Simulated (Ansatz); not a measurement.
# Si19H28 ring sphere (Si₁₉H₂₈): a spread of methods and bases

Aim: run Si19H28 ring sphere (Si₁₉H₂₈) under a spread of inputs, and see what each costs and gives.

Method: the settings change from run to run; program: Ansatz 0.2.0, Gaussian basis.

### 1 The geometry

The structure was relaxed beforehand with PBE-D4/def2-SVP.

47 atoms, charge 0, spin multiplicity 1.

Atoms are counted from 1 here; the program's logs count them from 0.

Bond lengths: Si1–Si11 2.355 Å, Si1–Si12 2.355 Å, Si1–H20 1.509 Å, Si1–H21 1.510 Å, Si2–Si12 2.355 Å, Si2–Si13 2.356 Å, Si2–H22 1.510 Å, Si2–H23 1.509 Å, Si3–Si11 2.355 Å, Si3–Si15 2.355 Å, Si3–H24 1.510 Å, Si3–H25 1.509 Å, Si4–Si12 2.348 Å, Si4–Si15 2.348 Å, Si4–Si16 2.348 Å, Si4–H26 1.512 Å, Si5–Si15 2.355 Å, Si5–Si17 2.355 Å and more. Angles: Si11–Si1–Si12 113.9°, Si11–Si1–H20 110.2°, Si11–Si1–H21 107.7°, Si12–Si1–H20 109.8°, Si12–Si1–H21 107.1°, H20–Si1–H21 107.9°, Si12–Si2–Si13 113.9°, Si12–Si2–H22 107.1°, Si12–Si2–H23 109.8°, Si13–Si2–H22 107.7°, Si13–Si2–H23 110.2°, H22–Si2–H23 107.9°, Si11–Si3–Si15 113.9°, Si11–Si3–H24 107.7°, Si11–Si3–H25 110.2°, Si15–Si3–H24 107.1°, Si15–Si3–H25 109.8°, H24–Si3–H25 107.9° and more.

### 2 B2GP-PLYP/6-31G

Set apart from the defaults: a grid of angular degree 23.

File in.yaml:

```yaml
crystal:
  periodic: [false, false, false]
  atoms:
    - {symbol: Si, position_ang: [-3.484908, -0.747444, -1.916529]}
    - {symbol: Si, position_ang: [-3.486608, 1.915248, 0.741694]}
    - {symbol: Si, position_ang: [-0.742729, -3.487217, -1.914234]}
    - {symbol: Si, position_ang: [-0.709636, -0.709635, 0.708976]}
    - {symbol: Si, position_ang: [1.916228, -3.484975, 0.747808]}
    - {symbol: Si, position_ang: [2.001862, -0.719164, -1.998096]}
    - {symbol: Si, position_ang: [1.913184, -0.743205, 3.487528]}
    - {symbol: Si, position_ang: [-0.718593, 1.998565, -2.001598]}
    - {symbol: Si, position_ang: [1.998209, 2.001394, 0.719883]}
    - {symbol: Si, position_ang: [-0.748728, 1.914802, 3.485442]}
    - {symbol: Si, position_ang: [-2.336217, -2.341008, -3.216244]}
    - {symbol: Si, position_ang: [-2.071819, 0.641228, -0.643960]}
    - {symbol: Si, position_ang: [-2.341036, 3.216056, 2.336751]}
    - {symbol: Si, position_ang: [0.711767, 0.708127, -3.360063]}
    - {symbol: Si, position_ang: [0.643618, -2.072236, -0.641185]}
    - {symbol: Si, position_ang: [0.640507, 0.643058, 2.072129]}
    - {symbol: Si, position_ang: [3.215749, -2.336542, 2.341757]}
    - {symbol: Si, position_ang: [3.360065, 0.711572, -0.707749]}
    - {symbol: Si, position_ang: [0.708648, 3.360116, -0.710975]}
    - {symbol: H, position_ang: [-4.375890, 0.095625, -2.794675]}
    - {symbol: H, position_ang: [-4.365881, -1.495366, -0.944839]}
    - {symbol: H, position_ang: [-4.369420, 0.944426, 1.488596]}
    - {symbol: H, position_ang: [-4.375726, 2.793137, -0.103627]}
    - {symbol: H, position_ang: [-1.490752, -4.368096, -0.942535]}
    - {symbol: H, position_ang: [0.101883, -4.378159, -2.790926]}
    - {symbol: H, position_ang: [-1.583071, -1.582825, 1.581661]}
    - {symbol: H, position_ang: [0.944566, -4.366257, 1.495367]}
    - {symbol: H, position_ang: [2.794709, -4.375709, -0.095164]}
    - {symbol: H, position_ang: [2.870004, -1.603402, -2.863669]}
    - {symbol: H, position_ang: [0.941284, -1.491529, 4.367932]}
    - {symbol: H, position_ang: [2.789256, 0.101552, 4.378952]}
    - {symbol: H, position_ang: [-1.602806, 2.864489, -2.869422]}
    - {symbol: H, position_ang: [2.863817, 2.868954, 1.604662]}
    - {symbol: H, position_ang: [-1.497594, 0.942397, 4.364804]}
    - {symbol: H, position_ang: [0.093968, 2.791670, 4.378027]}
    - {symbol: H, position_ang: [-3.330443, -3.336636, -3.765668]}
    - {symbol: H, position_ang: [-1.663692, -1.668784, -4.382284]}
    - {symbol: H, position_ang: [-3.337143, 3.765472, 3.330541]}
    - {symbol: H, position_ang: [-1.667577, 4.381946, 1.665099]}
    - {symbol: H, position_ang: [-0.062536, -0.068376, -4.392897]}
    - {symbol: H, position_ang: [1.649817, 1.646226, -4.084126]}
    - {symbol: H, position_ang: [4.381638, -1.663611, 1.669651]}
    - {symbol: H, position_ang: [3.765091, -3.330848, 3.337349]}
    - {symbol: H, position_ang: [4.393776, -0.062247, 0.068156]}
    - {symbol: H, position_ang: [4.083177, 1.650094, -1.646244]}
    - {symbol: H, position_ang: [-0.067626, 4.393634, 0.062739]}
    - {symbol: H, position_ang: [1.647629, 4.083455, -1.648828]}
basis:
  gaussian: {orbitals: 6-31G, final_grid: {core_spheres: 8, valence_spheres: 7, degree: 23}}
hamiltonian: {xc: {name: B2GP-PLYP}}
scf: {omitted_lower_state_checks: [starts]}
output: {forces: true}
```

The run is started by

```bash
ansatz run in.yaml --threads 2 --pin off --events-out ev --progress --plain --max-ram 22528MiB --backend cuda --devices 0, --max-vram 18GiB
```

Standard output:

```text
Functional definition: B2GP-PLYP
  name "B2GP-PLYP"
  cite "Karton, Tarnopolsky, Lamère, Schatz & Martin, J. Phys. Chem. A 112, 12868 (2008) doi:10.1021/jp801805p"
  cite "Becke, Phys. Rev. A 38, 3098 (1988) doi:10.1103/PhysRevA.38.3098"
  cite "Lee, Yang & Parr, Phys. Rev. B 37, 785 (1988) doi:10.1103/PhysRevB.37.785"
  parameter a = 0.65
  parameter c = 0.36
  exchange = (1 - a)*b88_x + a*exact_x
  correlation = (1 - c)*lyp_c + c*(mp2_os + mp2_ss)
these checks for a lower state are left out or cut short: starts
3556 factors; integrals over basis functions are off by at most 1.6e-4 eV
mean field evaluation 1: about -149996.5112 eV, gradient 1.7e1 eV
mean field evaluation 2: about -149997.9754 eV, gradient 1.7e1 eV
mean field evaluation 4: about -150000.0071 eV, gradient 7.2e-1 eV
mean field evaluation 8: about -150000.0127 eV, gradient 6.9e-2 eV
mean field evaluation 16: about -150000.0127 eV, gradient 3.8e-5 eV
mean field -150000.01270187 eV, -5512.3987931335 hartree, gradient 7.1e-6 eV, S^2 0.000000; 0 other end points of the search recorded, 0 dependent functions left out
95 core orbitals not correlated: weight in the atoms' cores, before any rotation towards them, 1.000 or more for the frozen orbitals, at most 0.000 for the correlated occupied ones
reference -150000.01306264 eV, -5512.3988063914 hartree; 52, 52 occupied and 156, 156 virtual orbitals, 3556 factors
second order -34.34950389 eV of doubles, -0.00000000 eV of singles
the calculation of the forces begins
Total energy: -150012.37888404 eV, -5512.8532419460 hartree
Atom 0 at    -3.484908    -0.747444    -1.916529 Å, force    -0.417575    -0.060548    -0.119512 eV/Å
Atom 1 at    -3.486608     1.915248     0.741694 Å, force    -0.417772     0.118889     0.060219 eV/Å
Atom 2 at    -0.742729    -3.487217    -1.914234 Å, force    -0.059841    -0.417543    -0.119162 eV/Å
Atom 3 at    -0.709636    -0.709635     0.708976 Å, force    -0.152300    -0.152334     0.152536 eV/Å
Atom 4 at     1.916228    -3.484975     0.747808 Å, force     0.118770    -0.417563     0.060405 eV/Å
Atom 5 at     2.001862    -0.719164    -1.998096 Å, force     0.267910    -0.168562    -0.268214 eV/Å
Atom 6 at     1.913184    -0.743205     3.487528 Å, force     0.118865    -0.061613     0.416806 eV/Å
Atom 7 at    -0.718593     1.998565    -2.001598 Å, force    -0.168498     0.267275    -0.269048 eV/Å
Atom 8 at     1.998209     2.001394     0.719883 Å, force     0.267812     0.268117     0.169103 eV/Å
Atom 9 at    -0.748728     1.914802     3.485442 Å, force    -0.062179     0.119124     0.416409 eV/Å
Atom 10 at    -2.336217    -2.341008    -3.216244 Å, force    -0.135105    -0.135442    -0.383773 eV/Å
Atom 11 at    -2.071819     0.641228    -0.643960 Å, force    -0.258938     0.028919    -0.026001 eV/Å
Atom 12 at    -2.341036     3.216056     2.336751 Å, force    -0.133273     0.381777     0.134743 eV/Å
Atom 13 at     0.711767     0.708127    -3.360063 Å, force     0.017360     0.016735    -0.584582 eV/Å
Atom 14 at     0.643618    -2.072236    -0.641185 Å, force     0.029101    -0.258344    -0.025657 eV/Å
Atom 15 at     0.640507     0.643058     2.072129 Å, force     0.029193     0.029629     0.260272 eV/Å
Atom 16 at     3.215749    -2.336542     2.341757 Å, force     0.381568    -0.132600     0.135376 eV/Å
Atom 17 at     3.360065     0.711572    -0.707749 Å, force     0.586778     0.017241    -0.017533 eV/Å
Atom 18 at     0.708648     3.360116    -0.710975 Å, force     0.016844     0.586767    -0.018159 eV/Å
Atom 19 at    -4.375890     0.095625    -2.794675 Å, force     0.031098    -0.020442     0.042736 eV/Å
Atom 20 at    -4.365881    -1.495366    -0.944839 Å, force     0.034241     0.049152    -0.033825 eV/Å
Atom 21 at    -4.369420     0.944426     1.488596 Å, force     0.034162     0.034023    -0.049182 eV/Å
Atom 22 at    -4.375726     2.793137    -0.103627 Å, force     0.030775    -0.042662     0.020028 eV/Å
Atom 23 at    -1.490752    -4.368096    -0.942535 Å, force     0.049071     0.034212    -0.033863 eV/Å
Atom 24 at     0.101883    -4.378159    -2.790926 Å, force    -0.020419     0.031072     0.042610 eV/Å
Atom 25 at    -1.583071    -1.582825     1.581661 Å, force     0.024136     0.024164    -0.025109 eV/Å
Atom 26 at     0.944566    -4.366257     1.495367 Å, force     0.033917     0.033799    -0.048904 eV/Å
Atom 27 at     2.794709    -4.375709    -0.095164 Å, force    -0.042560     0.030676     0.019789 eV/Å
Atom 28 at     2.870004    -1.603402    -2.863669 Å, force    -0.037938     0.029027     0.036946 eV/Å
Atom 29 at     0.941284    -1.491529     4.367932 Å, force     0.033352     0.049634    -0.034471 eV/Å
Atom 30 at     2.789256     0.101552     4.378952 Å, force    -0.042471    -0.020509    -0.031166 eV/Å
Atom 31 at    -1.602806     2.864489    -2.869422 Å, force     0.029083    -0.037889     0.037076 eV/Å
Atom 32 at     2.863817     2.868954     1.604662 Å, force    -0.037028    -0.037058    -0.029472 eV/Å
Atom 33 at    -1.497594     0.942397     4.364804 Å, force     0.049412     0.033398    -0.034341 eV/Å
Atom 34 at     0.093968     2.791670     4.378027 Å, force    -0.020347    -0.042531    -0.031147 eV/Å
Atom 35 at    -3.330443    -3.336636    -3.765668 Å, force     0.052375     0.052421     0.027098 eV/Å
Atom 36 at    -1.663692    -1.668784    -4.382284 Å, force    -0.053802    -0.053888     0.062334 eV/Å
Atom 37 at    -3.337143     3.765472     3.330541 Å, force     0.052970    -0.026833    -0.052926 eV/Å
Atom 38 at    -1.667577     4.381946     1.665099 Å, force    -0.056082    -0.062199     0.055043 eV/Å
Atom 39 at    -0.062536    -0.068376    -4.392897 Å, force     0.073862     0.074244     0.071246 eV/Å
Atom 40 at     1.649817     1.646226    -4.084126 Å, force    -0.052543    -0.052509     0.054962 eV/Å
Atom 41 at     4.381638    -1.663611     1.669651 Å, force    -0.061740    -0.055795     0.054699 eV/Å
Atom 42 at     3.765091    -3.330848     3.337349 Å, force    -0.026606     0.052601    -0.052754 eV/Å
Atom 43 at     4.393776    -0.062247     0.068156 Å, force    -0.071677     0.075025    -0.074579 eV/Å
Atom 44 at     4.083177     1.650094    -1.646244 Å, force    -0.055391    -0.053906     0.053789 eV/Å
Atom 45 at    -0.067626     4.393634     0.062739 Å, force     0.075275    -0.071730    -0.074594 eV/Å
Atom 46 at     1.647629     4.083455    -1.648828 Å, force    -0.053845    -0.055422     0.053751 eV/Å
Dipole moment:     0.038203     0.038033    -0.038124 e Å
Checks for a lower state left out: starts
```

It took 8.5 s on 1 × H100 (card shared with other runs) with 2 threads of AMD EPYC 7R13, shared host; peak host memory 3.5 GiB.

Largest force 0.587 eV/Å, dipole 0.32 D.

### 3 B2GP-PLYP/def2-mTZVPP

Options: atoms shaken by 0.03 Å, density fitting with def2-universal-jkfit.

File in.yaml:

```yaml
crystal:
  periodic: [false, false, false]
  atoms:
    - {symbol: Si, position_ang: [-3.493038, -0.751458, -1.912602]}
    - {symbol: Si, position_ang: [-3.478935, 1.941116, 0.726227]}
    - {symbol: Si, position_ang: [-0.779364, -3.549843, -1.899304]}
    - {symbol: Si, position_ang: [-0.684880, -0.694795, 0.656493]}
    - {symbol: Si, position_ang: [1.895431, -3.474531, 0.720715]}
    - {symbol: Si, position_ang: [2.015310, -0.691877, -1.957848]}
    - {symbol: Si, position_ang: [1.921627, -0.669352, 3.464579]}
    - {symbol: Si, position_ang: [-0.706476, 2.012083, -2.039007]}
    - {symbol: Si, position_ang: [1.970788, 2.009580, 0.681909]}
    - {symbol: Si, position_ang: [-0.687287, 1.927340, 3.468477]}
    - {symbol: Si, position_ang: [-2.297736, -2.360502, -3.215123]}
    - {symbol: Si, position_ang: [-2.046035, 0.605036, -0.626171]}
    - {symbol: Si, position_ang: [-2.301896, 3.196677, 2.327695]}
    - {symbol: Si, position_ang: [0.747747, 0.722917, -3.335899]}
    - {symbol: Si, position_ang: [0.612139, -2.086308, -0.611797]}
    - {symbol: Si, position_ang: [0.654628, 0.656626, 2.044260]}
    - {symbol: Si, position_ang: [3.214589, -2.352590, 2.376722]}
    - {symbol: Si, position_ang: [3.381653, 0.738286, -0.659544]}
    - {symbol: Si, position_ang: [0.736206, 3.357378, -0.693493]}
    - {symbol: H, position_ang: [-4.387697, 0.137065, -2.774027]}
    - {symbol: H, position_ang: [-4.379732, -1.457160, -0.889205]}
    - {symbol: H, position_ang: [-4.388895, 0.961699, 1.502671]}
    - {symbol: H, position_ang: [-4.386139, 2.798568, -0.146729]}
    - {symbol: H, position_ang: [-1.501785, -4.322618, -0.950962]}
    - {symbol: H, position_ang: [0.132932, -4.454247, -2.744526]}
    - {symbol: H, position_ang: [-1.542530, -1.564047, 1.545754]}
    - {symbol: H, position_ang: [0.962234, -4.397864, 1.526194]}
    - {symbol: H, position_ang: [2.800669, -4.381761, -0.102383]}
    - {symbol: H, position_ang: [2.879277, -1.600450, -2.836134]}
    - {symbol: H, position_ang: [0.950230, -1.466251, 4.316387]}
    - {symbol: H, position_ang: [2.751798, 0.144460, 4.348740]}
    - {symbol: H, position_ang: [-1.614959, 2.823937, -2.853377]}
    - {symbol: H, position_ang: [2.881439, 2.936166, 1.593686]}
    - {symbol: H, position_ang: [-1.468065, 0.934581, 4.370076]}
    - {symbol: H, position_ang: [0.157839, 2.820989, 4.341387]}
    - {symbol: H, position_ang: [-3.300206, -3.350477, -3.811299]}
    - {symbol: H, position_ang: [-1.688141, -1.657760, -4.377559]}
    - {symbol: H, position_ang: [-3.317049, 3.789174, 3.295213]}
    - {symbol: H, position_ang: [-1.643088, 4.404928, 1.678285]}
    - {symbol: H, position_ang: [-0.020721, -0.108093, -4.408811]}
    - {symbol: H, position_ang: [1.684649, 1.617068, -4.080431]}
    - {symbol: H, position_ang: [4.362818, -1.674735, 1.713916]}
    - {symbol: H, position_ang: [3.778536, -3.381318, 3.304292]}
    - {symbol: H, position_ang: [4.376794, -0.084350, 0.045058]}
    - {symbol: H, position_ang: [4.095196, 1.649468, -1.649674]}
    - {symbol: H, position_ang: [-0.058574, 4.407676, 0.072395]}
    - {symbol: H, position_ang: [1.631785, 4.042994, -1.654467]}
basis:
  gaussian: {orbitals: def2-mTZVPP, fitting: {mean_field: def2-universal-jkfit}}
hamiltonian: {xc: {name: B2GP-PLYP}}
scf: {omitted_lower_state_checks: [starts]}
output: {forces: true}
```

Same command.

Standard output, shortened:

```text
Functional definition: B2GP-PLYP
  name "B2GP-PLYP"
  cite "Karton, Tarnopolsky, Lamère, Schatz & Martin, J. Phys. Chem. A 112, 12868 (2008) doi:10.1021/jp801805p"
  cite "Becke, Phys. Rev. A 38, 3098 (1988) doi:10.1103/PhysRevA.38.3098"
  cite "Lee, Yang & Parr, Phys. Rev. B 37, 785 (1988) doi:10.1103/PhysRevB.37.785"
[...]
2936 factors; integrals over basis functions are off by at most 3.4e-1 eV
[...]
mean field -150025.52200819 eV, -5513.3362428499 hartree, gradient 3.6e-6 eV, S^2 0.000000; 0 other end points of the search recorded, 0 dependent functions left out
95 core orbitals not correlated: weight in the atoms' cores, before any rotation towards them, 1.000 or more for the frozen orbitals, at most 0.000 for the correlated occupied ones
reference -150025.52231630 eV, -5513.3362541725 hartree; 52, 52 occupied and 506, 506 virtual orbitals, 2936 factors
[...]
Atom 38 at    -1.643088     4.404928     1.678285 Å, force    -0.295105    -0.653707     0.278224 eV/Å
Atom 39 at    -0.020721    -0.108093    -4.408811 Å, force     0.614839     0.697023     0.879889 eV/Å
Atom 40 at     1.684649     1.617068    -4.080431 Å, force    -0.147452    -0.115144     0.131730 eV/Å
Atom 41 at     4.362818    -1.674735     1.713916 Å, force    -0.117962    -0.173302     0.092023 eV/Å
Atom 42 at     3.778536    -3.381318     3.304292 Å, force    -0.182167     0.269768    -0.076028 eV/Å
Atom 43 at     4.376794    -0.084350     0.045058 Å, force     0.071123     0.115431     0.153202 eV/Å
Atom 44 at     4.095196     1.649468    -1.649674 Å, force    -0.271882    -0.397799     0.526879 eV/Å
Atom 45 at    -0.058574     4.407676     0.072395 Å, force     0.490063    -0.552814    -0.391529 eV/Å
Atom 46 at     1.631785     4.042994    -1.654467 Å, force     0.048172     0.070050     0.116685 eV/Å
Dipole moment:     0.052846     0.045838    -0.030597 e Å
Checks for a lower state left out: starts
```

It took 17 s on 1 × H100 (card shared with other runs) with 2 threads of AMD EPYC 7R13, shared host; peak host memory 7.4 GiB.

Largest force 2.117 eV/Å, dipole 0.37 D.

(Part 1 of 2 ends here.)
